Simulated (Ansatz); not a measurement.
# CH6F2Si2: up Jacob's ladder to CCSD(T)

The task here is to estimate one member of a computed series from the others.

Method: functionals in def2-TZVPP, the program's frozen cores in correlated methods; program: Ansatz 0.2.0, Gaussian basis.

Plan: PBE-D4, r2SCAN-D4, PBE0-D4, B3LYP-D4, ωB97X-V, ωB97M-V, B2PLYP; CCSD(T)/def2-TZVPP; MP2/def2-QZVPP; extrapolation to the limit.

### The relaxed structure

All runs share one geometry, relaxed beforehand with PBE0-D4 in a triple-zeta def2 set.

11 atoms, charge 0, spin multiplicity 1.

Atoms are counted from 1 here; the program's logs count them from 0.

Bond lengths: F1–Si2 1.603 Å, Si2–C3 1.858 Å, Si2–H6 1.484 Å, Si2–H7 1.481 Å, C3–Si4 1.857 Å, C3–H8 1.095 Å, C3–H9 1.098 Å, Si4–F5 1.604 Å, Si4–H10 1.483 Å, Si4–H11 1.483 Å. Angles: F1–Si2–C3 109.0°, F1–Si2–H6 107.3°, F1–Si2–H7 107.5°, C3–Si2–H6 110.7°, C3–Si2–H7 111.4°, H6–Si2–H7 110.7°, Si2–C3–Si4 115.6°, Si2–C3–H8 109.2°, Si2–C3–H9 108.0°, Si4–C3–H8 109.5°, Si4–C3–H9 106.9°, H8–C3–H9 107.3°, C3–Si4–F5 109.0°, C3–Si4–H10 111.8°, C3–Si4–H11 110.7°, F5–Si4–H10 107.4°, F5–Si4–H11 107.5°, H10–Si4–H11 110.3°.

Set-up of the first run:

File in.yaml:

```yaml
crystal:
  periodic: [false, false, false]
  atoms:
    - {symbol: F, position_ang: [-1.619388, 1.823370, 1.594971]}
    - {symbol: Si, position_ang: [-0.330940, 1.337538, 0.774022]}
    - {symbol: C, position_ang: [-0.705725, -0.293942, -0.032724]}
    - {symbol: Si, position_ang: [0.752311, -1.181941, -0.762543]}
    - {symbol: F, position_ang: [1.576665, -0.161996, -1.685775]}
    - {symbol: H, position_ang: [0.784121, 1.200633, 1.743253]}
    - {symbol: H, position_ang: [-0.025031, 2.379828, -0.232398]}
    - {symbol: H, position_ang: [-1.468663, -0.146876, -0.804420]}
    - {symbol: H, position_ang: [-1.135905, -0.957732, 0.728613]}
    - {symbol: H, position_ang: [0.332110, -2.316020, -1.620607]}
    - {symbol: H, position_ang: [1.665744, -1.655962, 0.305709]}
basis:
  gaussian: {orbitals: def2-TZVPP}
hamiltonian: {xc: pbe, dispersion: d4}
output: {forces: true, orbitals: {seedname: orbitals}}
```

On the command line:

```
> ansatz run in.yaml --threads 4 --pin off --events-out ev --progress --plain --max-ram 10444MiB
```

Among the steps run: PBE-D4 (GGA); r2SCAN-D4 (meta-GGA); PBE0-D4 (hybrid); B3LYP-D4 (hybrid); ωB97X-V (range-separated); ωB97M-V (range-separated); B2PLYP (double hybrid); CCSD(T) in def2-TZVPP; MP2 in def2-QZVPP.

One table of the session follows, with a row left open; its other results are not shown here.

| method | atomisation energy (kcal/mol) |
| --- | --- |
| PBE-D4 | 955.9 |
| r2SCAN-D4 | 956.9 |
| PBE0-D4 | 946.0 |
| B3LYP-D4 | 952.8 |
| ωB97X-V | 961.5 |
| ωB97M-V | 958.8 |
| B2PLYP | 946.2 |
| HF/def2-TZVPP | 733.1 |
| MP2/def2-TZVPP | ? |
| CCSD/def2-TZVPP | 925.7 |
| CCSD(T)/def2-TZVPP | 935.7 |
| MP2/CBS | 975.4 |
| CCSD(T)/CBS | 961.1 |

Q: Estimate the row for MP2/def2-TZVPP from the others.

The run gave: atomisation energy (kcal/mol): 950.1. In the column «atomisation energy (kcal/mol)» it lies between B2PLYP (946.2) and B3LYP-D4 (952.8).
